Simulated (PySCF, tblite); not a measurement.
# C₃H₁₁GeOSi radical: geometry, infrared bands and EPR parameters

Aim: predict the infrared bands and EPR parameters of C₃H₁₁GeOSi radical (`C[C](C)[GeH2][O][SiH3]`).

The runs use tblite 0.8.0 and PySCF 2.14.0, with density-fitted response routines of our own; the level of theory stands in each step. All values are computed, except where a source is named. Atoms count from 0, in the outputs and in this text.

## (1) The molecule as given

17 atoms, charge 0, multiplicity 2; geometry from: force field or distance geometry start.

Bonds of the start (Å): C0–C1 1.52, C1–C2 1.53, C1–Ge3 1.96, Ge3–O4 1.81, O4–Si5 1.72, C0–H6 1.11, C0–H7 1.11, C0–H8 1.11, C2–H9 1.10, C2–H10 1.12, C2–H11 1.10, Ge3–H12 1.54, Ge3–H13 1.54, Si5–H14 1.48, Si5–H15 1.48, Si5–H16 1.47.

## (2) Optimising the geometry with GFN2-xTB

Job settings and geometry (Å):

```
{"job": {"kind": "relax", "xc": "GFN2-xTB", "basis": "xTB"}, "charge": 0, "multiplicity": 2}
C     -1.817000     1.261800     0.435200
C     -1.403300     0.241300    -0.617300
C     -1.918700    -1.158500    -0.270700
Ge     0.546900     0.210900    -0.782800
O      1.264500    -0.288500     0.799800
Si     2.959700    -0.284000     0.532900
H     -1.452600     2.272700     0.142600
H     -2.927300     1.312600     0.498000
H     -1.413600     0.997400     1.436900
H     -1.632600    -1.871100    -1.064200
H     -3.039900    -1.137900    -0.225300
H     -1.528300    -1.507700     0.702200
H      0.934200    -0.810800    -1.869000
H      1.046400     1.619600    -1.167800
H      3.415200     1.074100     0.162100
H      3.637500    -0.676100     1.792800
H      3.321700    -1.243400    -0.515300
```

Command:

```sh
> OMP_NUM_THREADS=1 python probes_run.py task.json out
```

The driver reads the jobs from task.json and runs them one after another.

The program printed:

```text
step      E/eV     max force
  0    -536.65692    2.522
  1    -536.89049    1.690
  2    -537.06222    1.292
  3    -537.10149    0.636
  4    -537.14902    0.544
  5    -537.17245    0.510
  6    -537.21385    0.447
  7    -537.24293    0.430
  8    -537.27481    0.467
  9    -537.30049    0.507
 10    -537.32621    0.414
 11    -537.34990    0.457
 12    -537.37425    0.371
 13    -537.39828    0.444
 14    -537.41860    0.417
 15    -537.43140    0.258
 16    -537.43892    0.219
 17    -537.44596    0.296
 18    -537.45510    0.387
 19    -537.46547    0.336
 20    -537.47398    0.272
 21    -537.48092    0.290
 22    -537.48801    0.290
 23    -537.49541    0.252
 24    -537.50254    0.204
 25    -537.50747    0.154
 26    -537.51036    0.166
 27    -537.51236    0.146
 28    -537.51414    0.113
 29    -537.51583    0.109
 30    -537.51735    0.110
 31    -537.51848    0.087
 32    -537.51910    0.054
 33    -537.51942    0.034
 34    -537.51965    0.034
 35    -537.51991    0.039
 36    -537.52025    0.047
 37    -537.52066    0.044
 38    -537.52112    0.046
 39    -537.52163    0.047
 40    -537.52217    0.059
 41    -537.52270    0.064
 42    -537.52324    0.053
 43    -537.52380    0.055
 44    -537.52440    0.053
 45    -537.52501    0.053
 46    -537.52557    0.059
 47    -537.52609    0.047
 48    -537.52667    0.057
 49    -537.52735    0.069
 50    -537.52810    0.077
 51    -537.52894    0.060
 52    -537.52999    0.075
 53    -537.53134    0.087
 54    -537.53276    0.077
 55    -537.53378    0.065
 56    -537.53431    0.049
 57    -537.53460    0.037
 58    -537.53483    0.039
 59    -537.53506    0.048
 60    -537.53535    0.050
 61    -537.53569    0.041
 62    -537.53628    0.033
 63    -537.53653    0.035
 64    -537.53687    0.037
 65    -537.53713    0.034
 66    -537.53738    0.029
 67    -537.53755    0.036
 68    -537.53768    0.032
 69    -537.53778    0.021
 70    -537.53786    0.029
 71    -537.53795    0.025
 72    -537.53801    0.019
 73    -537.53806    0.014
 74    -537.53809    0.017
 75    -537.53814    0.016
 76    -537.53818    0.016
 77    -537.53821    0.020
 78    -537.53827    0.023
 79    -537.53838    0.032
 80    -537.53861    0.065
 81    -537.53897    0.099
 82    -537.53957    0.082
 83    -537.53226    0.413
 84    -537.54076    0.051
 85    -537.54146    0.048
 86    -537.53500    0.419
 87    -537.54212    0.058
 88    -537.54124    0.090
 89    -537.54244    0.040
 90    -537.54278    0.047
 91    -537.54356    0.219
 92    -537.54486    0.053
 93    -537.54597    0.051
 94    -537.54643    0.111
 95    -537.54726    0.055
 96    -537.54781    0.034
 97    -537.54853    0.028
 98    -537.54865    0.027
 99    -537.54874    0.028
100    -537.54886    0.025
101    -537.54907    0.031
102    -537.54926    0.041
103    -537.54953    0.045
104    -537.54984    0.041
105    -537.55017    0.042
106    -537.55053    0.046
107    -537.55103    0.059
108    -537.55182    0.067
109    -537.55303    0.085
110    -537.55460    0.123
111    -537.55528    0.239
112    -537.55835    0.151
113    -537.56135    0.114
114    -537.56502    0.226
115    -537.56600    0.155
116    -537.56839    0.191
117    -537.56993    0.118
118    -537.57094    0.093
119    -537.57250    0.086
120    -537.57311    0.082
121    -537.57378    0.108
122    -537.57480    0.052
123    -537.57593    0.106
124    -537.57641    0.064
125    -537.57673    0.045
126    -537.57701    0.043
127    -537.57727    0.035
128    -537.57748    0.037
129    -537.57772    0.033
130    -537.57790    0.028
131    -537.57803    0.020
132    -537.57811    0.017
133    -537.57814    0.013
134    -537.57816    0.013
135    -537.57817    0.007
```

Wall time 1.1 s (1 thread of Arm Neoverse V1, shared host).

Along the way: (not every step is listed)

| step | energy from step 0 (eV) | largest force (eV/Å) |
| --- | --- | --- |
| 0 | 0.0000 | 2.5216 |
| 1 | -0.2336 | 1.6900 |
| 2 | -0.4053 | 1.2919 |
| 3 | -0.4446 | 0.6358 |
| 4 | -0.4921 | 0.5438 |
| 5 | -0.5155 | 0.5098 |
| 6 | -0.5569 | 0.4470 |
| 7 | -0.5860 | 0.4296 |
| 8 | -0.6179 | 0.4667 |
| 20 | -0.8171 | 0.2718 |
| 32 | -0.8622 | 0.0536 |
| 44 | -0.8675 | 0.0534 |
| 56 | -0.8774 | 0.0489 |
| 68 | -0.8808 | 0.0324 |
| 80 | -0.8817 | 0.0646 |
| 92 | -0.8879 | 0.0532 |
| 104 | -0.8929 | 0.0412 |
| 116 | -0.9115 | 0.1908 |
| 128 | -0.9206 | 0.0372 |
| 130 | -0.9210 | 0.0285 |
| 131 | -0.9211 | 0.0200 |
| 132 | -0.9212 | 0.0168 |
| 133 | -0.9212 | 0.0133 |
| 134 | -0.9212 | 0.0135 |
| 135 | -0.9212 | 0.0073 |

Close pairs (by a distance rule), those that changed most:

| bond | before (Å) | after (Å) | change (Å) |
| --- | --- | --- | --- |
| Ge3–Si5 | 2.792 | 3.265 | +0.472 |
| O4–Si5 | 1.716 | 1.614 | -0.102 |
| C1–C2 | 1.531 | 1.485 | -0.046 |
| Ge3–O4 | 1.808 | 1.762 | -0.046 |
| C0–C1 | 1.523 | 1.485 | -0.038 |
| Ge3–H13 | 1.543 | 1.509 | -0.035 |
| Ge3–H12 | 1.541 | 1.509 | -0.032 |
| C2–H10 | 1.122 | 1.094 | -0.029 |

The end geometry stands in the next job.

## (3) Vibrational analysis with GFN2-xTB

Job settings and geometry (Å):

```
{"job": {"kind": "ir", "xc": "GFN2-xTB", "basis": "xTB"}, "charge": 0, "multiplicity": 2}
C     -1.582032     1.200799     0.649270
C     -1.095376     0.117936    -0.242808
C     -1.684785    -1.233441    -0.064730
Ge     0.375952     0.410112    -1.457752
O      1.922685     0.113911    -0.667011
Si     2.773392    -0.301946     0.640593
H     -1.133986     2.156615     0.380042
H     -2.670639     1.293213     0.598183
H     -1.335995     0.990548     1.695169
H     -1.308676    -1.924100    -0.818717
H     -2.776065    -1.197674    -0.129113
H     -1.443073    -1.640910     0.922329
H      0.403922    -0.572294    -2.602376
H      0.514872     1.845333    -1.901060
H      3.625908     0.844433     0.952245
H      1.872797    -0.594945     1.762921
H      3.534103    -1.495560     0.272903
```

The program printed:

```text
mode    cm-1     km/mol
  1     -62.0      3.52
  2     -25.4      0.67
  3      20.9      0.03
  4      48.9      0.29
  5      97.7      3.13
  6     103.8      0.42
  7     154.9      7.34
  8     210.4      0.14
  9     267.8     20.98
 10     291.2      6.35
 11     370.5     60.51
 12     462.1     91.61
 13     521.8     15.56
 14     614.6     62.31
 15     617.6     54.27
 16     638.8      0.28
 17     688.8    448.99
 18     764.0     76.57
 19     772.8    384.33
 20     792.2    218.93
 21     827.0    343.96
 22     943.8      0.05
 23     961.4    155.26
 24     969.8    227.68
 25     976.9      1.56
 26     993.5      6.33
 27    1209.7      6.10
 28    1244.7      6.00
 29    1385.3     11.02
 30    1396.6      8.99
 31    1449.8      0.04
 32    1459.8      9.03
 33    1463.1      0.44
 34    1478.1      8.79
 35    1886.9    262.86
 36    1952.9    546.29
 37    2186.6    344.94
 38    2244.4    425.26
 39    2255.8    153.33
 40    2911.8      0.57
 41    2913.6     42.89
 42    2945.4      3.82
 43    2951.4     64.77
 44    3003.2     26.49
 45    3004.6     17.15
```

Run time: 0.67 s. Hardware: 1 thread of Arm Neoverse V1, shared host.

Which atoms move in the most intense modes:

| cm⁻¹ | km/mol | atoms |
| --- | --- | --- |
| 689 | 449.0 | H13 45 %, H12 43 % |
| 773 | 384.3 | H14 29 %, H16 26 %, H12 20 %, H13 19 % |
| 827 | 344.0 | H16 30 %, H14 30 %, H15 29 % |
| 970 | 227.7 | O4 45 %, Si5 14 % |
| 1887 | 262.9 | H12 50 %, H13 49 % |
| 1953 | 546.3 | H13 50 %, H12 49 % |
| 2187 | 344.9 | H15 93 % |
| 2244 | 425.3 | H16 53 %, H14 42 % |

## (4) EPR parameters: B3LYP/def2-TZVP-core+pcH-1

Same as in step 3 but for these lines:

```diff
@@ -1,2 +1,2 @@
-{"job": {"kind": "ir", "xc": "GFN2-xTB", "basis": "xTB"}, "charge": 0, "multiplicity": 2}
+{"job": {"kind": "epr", "basis": "pcH-1"}, "charge": 0, "multiplicity": 2}
 C     -1.582032     1.200799     0.649270
```

Level: UKS B3LYP, def2-TZVP-core on Ge, pcH-1 on C H O Si, non-relativistic, mean-field spin-orbit, GIAO.

The program printed:

```text
UKS, coarse grid
  cycle   1  E = -2562.52832810  |g| = 1.48e+00
  cycle   2  E = -2561.93019270  |g| = 1.61e+00
  cycle   3  E = -2562.60423967  |g| = 6.59e-01
  cycle   4  E = -2562.74471089  |g| = 1.81e-01
  cycle   5  E = -2562.75105326  |g| = 5.61e-02
  cycle   6  E = -2562.75209431  |g| = 1.16e-02
  cycle   7  E = -2562.75215755  |g| = 3.20e-03
  cycle   8  E = -2562.75216182  |g| = 1.00e-03
  cycle   9  E = -2562.75216277  |g| = 2.97e-04
UKS, final grid
  cycle   1  E = -2562.75219241  |g| = 2.79e-04
  cycle   2  E = -2562.75219238  |g| = 4.35e-04
  cycle   3  E = -2562.75219244  |g| = 6.13e-05
  cycle   4  E = -2562.75219245  |g| = 3.53e-05
  cycle   5  E = -2562.75219245  |g| = 8.80e-06
E = -2562.75219245 Eh   <S^2> = 0.7541 (exact 0.7500)
g shifts (ppm)      1          2          3
  rmc          -143       -143       -143
  gc             34         -2         28
  oz_so       -3290       -200       1872
  total       -3399       -345       1757
hyperfine (MHz)  atom isotope    a_iso     a_fc   dipolar eigenvalues
    0   13C     -30.03     -30.03     -2.19      0.19      2.00
    1   13C      90.19      90.71    -74.60    -72.73    147.33
    2   13C     -30.01     -30.01     -2.19      0.20      2.00
    3  73Ge      15.29      15.48     -3.10      0.14      2.95
    4   17O     -26.15     -26.16     -8.80      4.31      4.48
    5  29Si      -0.05      -0.06     -1.00      0.18      0.82
    6    1H       3.99       4.00     -4.78     -3.77      8.55
    7    1H      89.10      89.10     -4.59     -3.91      8.50
    8    1H     117.57     117.57     -4.85     -3.33      8.18
    9    1H       4.07       4.09     -4.77     -3.77      8.54
   10    1H      88.69      88.69     -4.59     -3.91      8.50
   11    1H     117.84     117.84     -4.86     -3.33      8.19
   12    1H       0.08       0.07     -3.27     -2.01      5.28
   13    1H       0.15       0.14     -3.25     -2.00      5.25
   14    1H       0.32       0.32     -0.71     -0.66      1.37
   15    1H      -0.59      -0.59     -1.82     -1.47      3.29
   16    1H       0.32       0.31     -0.71     -0.65      1.36
```

It took 4.4 min on 1 thread of Arm Neoverse V1, shared host; peak memory 1.4 GiB.

Principal g values 1.99892, 2.00197, 2.00408; g(iso) = 2.00166, against 2.00232 for a free electron.

Hyperfine couplings; where a row names several nuclei, a(iso) is their mean (it holds for fast rotation or exchange) and the dipolar term the largest among them:

| nuclei | isotope | a(iso) (MHz) | a(iso) (G, at g = 2.0023) | largest dipolar term (MHz) |
| --- | --- | --- | --- | --- |
| C1 | 13C | 90.2 | 32.2 | 147.3 |
| H6, H7, H8, H9, H10, H11 | 1H | 70.2 | 25.1 | 8.5 |
| C0, C2 | 13C | -30.0 | -10.7 | -2.2 |
| O4 | 17O | -26.1 | -9.3 | -8.8 |
| Ge3 | 73Ge | 15.3 | 5.5 | -3.1 |
| H12, H13 | 1H | 0.1 | 0.0 | 5.3 |
| Si5 | 29Si | -0.1 | 0.0 | -1.0 |
| H14, H15, H16 | 1H | 0.0 | 0.0 | 3.3 |

Mulliken spin populations:

C0 -0.08; C1 0.93; C2 -0.08; Ge3 0.03; O4 0.02; Si5 0.00; H6 0.00; H7 0.04; H8 0.05; H9 0.00; H10 0.04; H11 0.05; H12 0.00; H13 0.00; H14 0.00; H15 0.00; H16 0.00

In first order the couplings over 0.8 MHz of 1H give 7 distinct lines over 150.3 G, if the averaged nuclei exchange fast; the same motion can average rows kept apart here too.

Orbitals, density, ELF and potential are computed afterwards from the orbital file.

ELF in a plane through or near 7 of the atoms.

Ten even steps from ' ' (0.00) to '@' (1.00):
```
                                                        
                                                        
                                                        
                              ::==::                    
        ==####++..          --##%%##::  ..              
      ==@@@@@@@@--          --%%@@##--==##**::          
    ..%%@@@@@@@@==          ..++##--##@@@@@@%%          
    ::%%@@@@@@@@==..          --==##**@@@@@@%%..        
      ++@@@@@@**::::::      ::++##==**@@@@@@++          
        --++..++==::==..  ::********::                  
        --++..====::==..  ::********::..                
      ++@@@@@@**::::::      ::++##++**@@@@@@++          
    ::@@@@@@@@@@==..          --==%%##@@@@@@%%..        
    ..%%@@@@@@@@==          ..++##::##@@@@@@%%          
      ==@@@@@@@@--          --%%@@%%--==##**::          
        ==####==..          --%%@@##::                  
                              --==::                    
                                                        
                                                        
                                                        
```
The map spans 12.4 Å across and 9.5 Å up, centred on the molecule. Atoms in the plane (x, y in Å): C0 (1.6, 1.3), C2 (1.6, -1.3), Si5 (-2.8, 0.0), H7 (2.7, 1.3), H10 (2.7, -1.3), H14 (-3.6, 1.2), H16 (-3.6, -1.2).

On the surface of density 0.002 e/bohr³ the electrostatic potential runs, from the 1st to the 99th percentile, from -0.97 V near O4 to 1.10 V near H15.

The spin density lies nearest to C1 68 %.

## (5) Summary of results

```
                                                                  quantity                  value
                                 strongest single infrared mode (GFN2-xTB)  1953 cm⁻¹, 546 km/mol
                                              zero-point energy (GFN2-xTB)          75.0 kcal/mol
                                                            g(iso) (B3LYP)                2.00166
                                                                      ⟨S²⟩     0.754 (exact 0.75)
                                        largest a(iso) (averaged by class)    13C on C1, 90.2 MHz
potential on the surface of density 0.002 e/bohr³, 1st and 99th percentile     -0.97 V and 1.10 V
```

**Reading.** Relaxing lowered the energy by 0.921 eV in 135 steps; the close pair that moved most is Ge3–Si5, from 2.792 to 3.265 Å. The frame itself reshapes: Ge3···Si5 goes from 2.79 to 3.26 Å. The lowest mode is imaginary (62i cm⁻¹), so the xTB geometry is not a minimum: the zero-point energy counts the real modes alone, and all values at this geometry belong to a saddle point. The strongest single mode, at 1953 cm⁻¹, moves mainly H13 and H12. Unscaled tight-binding wavenumbers are off by several per cent, some by more. Its intensities can rank the bands wrongly. C1 carries the largest spin population, 0.93 e. The isotropic g lies 0.7 ppt below the free-electron value. The hyperfine terms hold no scalar relativity, which the heavier nuclei need. These values are for one conformer; the search (at its own cheap level) found 2 more, at 0.01, 0.56 kcal/mol (those within 0.05 may be mirror or relabelled copies), and measured spectra average over such forms.
